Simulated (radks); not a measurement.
**Spin polarisation of the 5d shell in La**

Aim: the energy gained and the exchange splitting as electrons of the 5d shell of La are turned from spin down to spin up.

Program: radks (a radial shooting solver on a logarithmic mesh, Libxc functionals) version 1. Level of theory: non-relativistic Kohn-Sham, PBE, spin-polarised, spherical densities, point nucleus. These are calculated values, not measurements, unless marked.

## 1. The atom as given

```
element       : lanthanum (Z = 57)
charge        : 0
electrons     : 57
configuration : [Xe] 5d(up 0.5, down 0.5) 6s2
```

A shell typed twice in an input gives spin up, then spin down.

## 2. No moment

The run's settings:

```text
Z 57
configuration [Xe] 5d0.5 5d0.5 6s2
relativity non-relativistic
functional pbe,pbe
spin polarised
nucleus point
```

## 3. moment 0.25 in 5d

The run's settings:

```text
Z 57
configuration [Xe] 5d0.625 5d0.375 6s2
relativity non-relativistic
functional pbe,pbe
spin polarised
nucleus point
```

## 4. moment 0.5 in 5d

The run's settings:

```text
Z 57
configuration [Xe] 5d0.75 5d0.25 6s2
relativity non-relativistic
functional pbe,pbe
spin polarised
nucleus point
```

## 5. moment 0.75 in 5d

The run's settings:

```text
Z 57
configuration [Xe] 5d0.875 5d0.125 6s2
relativity non-relativistic
functional pbe,pbe
spin polarised
nucleus point
```

## 6. moment 1 in 5d

The run's settings:

```text
Z 57
configuration [Xe] 5d1 5d0 6s2
relativity non-relativistic
functional pbe,pbe
spin polarised
nucleus point
```

Before running it: what results should come out? Wanted: for each run, moment; E − E(0); ε(5d up); ε(5d down); splitting.

The runs gave:

```
moment (μB)  E − E(0) (eV)  ε(5d up) (eV)  ε(5d down) (eV)  splitting (eV)
          0          0.000         -3.729           -3.729           0.000
       0.25         -0.008         -3.791           -3.665           0.126
        0.5         -0.031         -3.849           -3.598           0.251
       0.75         -0.071         -3.904           -3.528           0.376
          1         -0.126         -3.956           -3.454           0.501
```

**Reading.** At a moment of 1 μB the energy has fallen by 0.13 eV and the 5d levels split by 0.50 eV, 0.501 eV per μB. The Stoner form E = −I m²/4 would give I = 0.502 eV. The energy falls at every step.
